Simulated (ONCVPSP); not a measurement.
**An ONCV potential for magnesium, from input to tests**

Do these settings give a usable potential? It is generated, then checked for transferability, scattering, ghosts and hardness.

Method: ONCVPSP 4.0.1.1 (patched build), PBEsol, scalar-relativistic.

## (1) The atom and the settings

Typed settings, in words:

* element: magnesium (Mg, Z = 12)
* type: optimised norm-conserving Vanderbilt (ONCV)
* frozen core: [He]
* valence charge: 10
* reference configuration: 2s2 2p6 3s1 (charge +1)
* partial waves: 2s+3s: rc 1.00 bohr, ncon 3, nbas 7, qcut 14.7 1/bohr, 3 projectors, debl 3.7 Ha; 2p: rc 0.85 bohr, ncon 4, nbas 7, qcut 15.7 1/bohr, 2 projectors, debl 2.5 Ha; d scattering state at 0.37 Ha: rc 0.90 bohr, ncon 4, nbas 8, qcut 11.4 1/bohr, 1 projector
* local potential: polynomial inside 0.80 bohr (lpopt 4, dvloc0 4 Ha)
* core correction: Teter function, fcfact 3.5, rcfact 1.3

The outer shells as boxes (Hund's rule for the drawing; the calculation is spin-unpolarised):

```
[He] core
2s [↑↓]
2p [↑↓][↑↓][↑↓]
3s [↑ ]
```

## (2) The generation run

Input file Mg.dat:

```
# ATOM AND REFERENCE CONFIGURATION
# atsym  z   nc   nv     iexc    psfile
  Mg 12.00    1    3  -116133      upf
#
#   n    l    f
    1    0    2.00
    2    0    2.00
    2    1    6.00
    3    0    1.00
#
# PSEUDOPOTENTIAL AND OPTIMIZATION
# lmax
    2
#
#   l,   rc,      ep,       ncon, nbas, qcut
    0    1.00    0.00    3    7   14.70
    1    0.85    0.00    4    7   15.70
    2    0.90    0.37    4    8   11.40
#
# LOCAL POTENTIAL
# lloc, lpopt,  rc(5),   dvloc0
    4    4    0.80    4.00
#
# VANDERBILT-KLEINMAN-BYLANDER PROJECTORs
# l, nproj, debl
    0    3    3.70
    1    2    2.50
    2    1    3.50
#
# MODEL CORE CHARGE
# icmod, fcfact, rcfact
    3    3.50    1.30
#
# LOG DERIVATIVE ANALYSIS
# epsh1, epsh2, depsh
   -5.00    5.00    0.04
#
# OUTPUT GRID
# rlmax, drl
    6.00    0.01
#
# TEST CONFIGURATIONS
# ncnf
    4
# nvcnf
#   n    l    f
    3
    2    0    2.00
    2    1    6.00
    3    0    2.00
#
    3
    2    0    2.00
    2    1    6.00
    3    0    0.00
#
    3
    2    0    2.00
    2    1    6.00
    3    0    1.50
#
    3
    2    0    2.00
    2    1    5.00
    3    0    2.00
#
```

Run with:

```bash
$ oncvpsp.x < Mg.dat > Mg.out
```

What does the calculation give? Wanted: cutoffs for 1 and 0.1 mHa per electron, occupied waves; bound ghosts; GHOST(+) flags; largest test error; largest phase difference near zero energy, channels read; rms error of d²Exc/dn², without and with the model core.

**Answer**, as computed:

| quantity | value |
| --- | --- |
| cutoffs for 1 and 0.1 mHa per electron, occupied waves | 97 Ha and 110 Ha |
| bound ghosts | none found |
| GHOST(+) flags | none at low energy |
| largest test error (AE − PS) | +69 meV, for 2s2 2p5 3s2 |
| largest phase difference near zero energy, channels read | 0.000 rad |
| rms error of d²Exc/dn², without and with the model core | 1.89 and 1.75 mHa |

What this shows: By total energies transferability is fair: the largest error is 69 meV on 50.5 eV, for 2s2 2p5 3s2. That test lies far up in energy; among those under 40 eV, nearer to bonding, the largest error is 0.2 meV. The potential is very hard: the looser tolerance needs 97 Ha. At the looser tolerance the 2p wave is the slowest; 2s needs 58 Ha. It is free of bound ghosts as far as tested. Near zero energy the phases of the channels with partial waves agree within 0.001 rad.
